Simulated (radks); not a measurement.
**Fractional charge and spin in the 5s shell of terbium**

Aim: the energy as the spin-up occupation of 5s runs from 0 to 1 and the spin-down one from 0 to 1, against the two flat planes that join the four corners. Added charge counts from the emptiest corner (up 0, down 0).

Program: radks (a radial shooting solver on a logarithmic mesh, Libxc functionals) version 1. Level of theory: scalar-relativistic Kohn-Sham, PBE, spin-polarised, spherical densities, finite nucleus. These are calculated values, not measurements, unless marked.

## Step 1: The atom as given

| Property | Result |
| --- | --- |
| element | terbium (Z = 65) |
| configuration | [Kr] 4d10 4f(up 4, down 4) 5p6 5s(up 1, down 1) |
| nuclear rms radius | 5.06 fm |

A shell typed twice in an input gives spin up, then spin down.

## Step 2: 5s: up 1, down 1

The run's settings:

```text
Z 65
configuration [Kr] 4d10 4f4 4f4 5p6 5s1 5s1
relativity scalar-relativistic
functional pbe,pbe
spin polarised
nucleus finite rms 5.06 fm
c 137.035999084
```

## Step 3: 5s: up 1, down 0.75

The run's settings:

```text
Z 65
configuration [Kr] 4d10 4f4 4f4 5p6 5s1 5s0.75
relativity scalar-relativistic
functional pbe,pbe
spin polarised
nucleus finite rms 5.06 fm
c 137.035999084
```

## Step 4: 5s: up 1, down 0.5

The run's settings:

```text
Z 65
configuration [Kr] 4d10 4f4 4f4 5p6 5s1 5s0.5
relativity scalar-relativistic
functional pbe,pbe
spin polarised
nucleus finite rms 5.06 fm
c 137.035999084
```

## Step 5: 5s: up 1, down 0.25

The run's settings:

```text
Z 65
configuration [Kr] 4d10 4f4 4f4 5p6 5s1 5s0.25
relativity scalar-relativistic
functional pbe,pbe
spin polarised
nucleus finite rms 5.06 fm
c 137.035999084
```

## Step 6: 5s: up 1, down 0

The run's settings:

```text
Z 65
configuration [Kr] 4d10 4f4 4f4 5p6 5s1 5s0
relativity scalar-relativistic
functional pbe,pbe
spin polarised
nucleus finite rms 5.06 fm
c 137.035999084
```

## Step 7: 5s: up 0.75, down 0.75

The run's settings:

```text
Z 65
configuration [Kr] 4d10 4f4 4f4 5p6 5s0.75 5s0.75
relativity scalar-relativistic
functional pbe,pbe
spin polarised
nucleus finite rms 5.06 fm
c 137.035999084
```

## Step 8: 5s: up 0.75, down 0.5

The run's settings:

```text
Z 65
configuration [Kr] 4d10 4f4 4f4 5p6 5s0.75 5s0.5
relativity scalar-relativistic
functional pbe,pbe
spin polarised
nucleus finite rms 5.06 fm
c 137.035999084
```

## Step 9: 5s: up 0.75, down 0.25

The run's settings:

```text
Z 65
configuration [Kr] 4d10 4f4 4f4 5p6 5s0.75 5s0.25
relativity scalar-relativistic
functional pbe,pbe
spin polarised
nucleus finite rms 5.06 fm
c 137.035999084
```

## Step 10: 5s: up 0.75, down 0

The run's settings:

```text
Z 65
configuration [Kr] 4d10 4f4 4f4 5p6 5s0.75 5s0
relativity scalar-relativistic
functional pbe,pbe
spin polarised
nucleus finite rms 5.06 fm
c 137.035999084
```

## Step 11: 5s: up 0.5, down 0.5

The run's settings:

```text
Z 65
configuration [Kr] 4d10 4f4 4f4 5p6 5s0.5 5s0.5
relativity scalar-relativistic
functional pbe,pbe
spin polarised
nucleus finite rms 5.06 fm
c 137.035999084
```

## Step 12: 5s: up 0.5, down 0.25

The run's settings:

```text
Z 65
configuration [Kr] 4d10 4f4 4f4 5p6 5s0.5 5s0.25
relativity scalar-relativistic
functional pbe,pbe
spin polarised
nucleus finite rms 5.06 fm
c 137.035999084
```

## Step 13: 5s: up 0.5, down 0

The run's settings:

```text
Z 65
configuration [Kr] 4d10 4f4 4f4 5p6 5s0.5 5s0
relativity scalar-relativistic
functional pbe,pbe
spin polarised
nucleus finite rms 5.06 fm
c 137.035999084
```

## Step 14: 5s: up 0.25, down 0.25

The run's settings:

```text
Z 65
configuration [Kr] 4d10 4f4 4f4 5p6 5s0.25 5s0.25
relativity scalar-relativistic
functional pbe,pbe
spin polarised
nucleus finite rms 5.06 fm
c 137.035999084
```

## Step 15: 5s: up 0.25, down 0

The run's settings:

```text
Z 65
configuration [Kr] 4d10 4f4 4f4 5p6 5s0.25 5s0
relativity scalar-relativistic
functional pbe,pbe
spin polarised
nucleus finite rms 5.06 fm
c 137.035999084
```

## Step 16: 5s: up 0, down 0

The run's settings:

```text
Z 65
configuration [Kr] 4d10 4f4 4f4 5p6 5s0 5s0
relativity scalar-relativistic
functional pbe,pbe
spin polarised
nucleus finite rms 5.06 fm
c 137.035999084
```

Before running it: what results should come out? Wanted: for each run, down \ up; 0; 0.25; 0.5; 0.75; 1.

The runs gave:

```
down \ up       0    0.25     0.5    0.75       1
        0   0.000  -1.464  -1.947  -1.457   0.000
     0.25  -1.464  -1.881  -1.326   0.193  -1.403
      0.5  -1.947  -1.326   0.257  -1.277  -1.865
     0.75  -1.457   0.193  -1.277  -1.803  -1.395
        1   0.000  -1.403  -1.865  -1.395   0.000
```

What this shows: The table gives the energy in eV minus the planes, whose edge runs along up + down = one added electron; mirror points follow by spin symmetry. With half an added electron in each spin it lies 0.26 eV above the planes. With half an electron added in spin up alone it lies 1.95 eV below them. The planes are only a guide here: the condition holds for ground states with one frontier orbital, and this shell lies below others.
